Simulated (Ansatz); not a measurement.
Runs of Ansatz 0.2.0 on SiF. The structure is trigonal, space group R-3m (No. 166). Conventional cell: a = 2.677 Å, b = 2.677 Å, c = 11.695 Å, α = 90.00°, β = 90.00°, γ = 120.00°. Si (site symmetry -3m) has 6 F at 2.49 Å and 6 Si at 2.68 Å as nearest neighbours. Around F (site symmetry -3m) lie 6 Si at 2.49 Å and 6 F at 2.68 Å. The cell was built by a generator and needn't be a form met in nature.

```csv
task,level,cell,cutoff (eV),points for each segment of the path,gap on the mesh (eV),pressure (GPa),relaxed volume (Å³/atom)
relaxation of cell and atoms,B3LYP,relaxed,420,-,none,0.0,(a)
band structure,HSE06,as given,420,4,none,-3.0,-
single point,B3LYP,as given,420,-,none,2.8,-
band structure,HSE03,as given,420,4,none,(b),-
band structure,HSEsol,as given,420,4,none,-5.8,-
single point,r2SCANh,as given,500,-,none,-3.0,-
relaxation of cell and atoms,HSEsol,relaxed,420,-,none,0.0,11.30
relaxation of cell and atoms,HSE03,relaxed,420,-,none,0.0,11.69
```

Alike in all rows: potentials or basis Ansatz PAW; no spin polarisation; k mesh 6 × 6 × 6; smearing fermi-dirac 0.05 eV; the mesh is coarse, so values aren't converged.

Q: Fill in the values left out.

A: (a) 12.56; (b) -2.7.

Caveats: all runs use coarse meshes; an odd number of electrons without spin polarisation forces a metal; a magnetic or distorted state may lie lower; the PAW data sets come from PBE, with cores solved anew for the run's functional, which leaves a small shift of forces and pressure; the thresholds are loose for stress (some runs); the plane-wave basis is chosen anew once the cell has moved, so the energies of steps on either side of that aren't comparable (some runs).

A gap of «none» marks a metal or a gap under the smearing width.
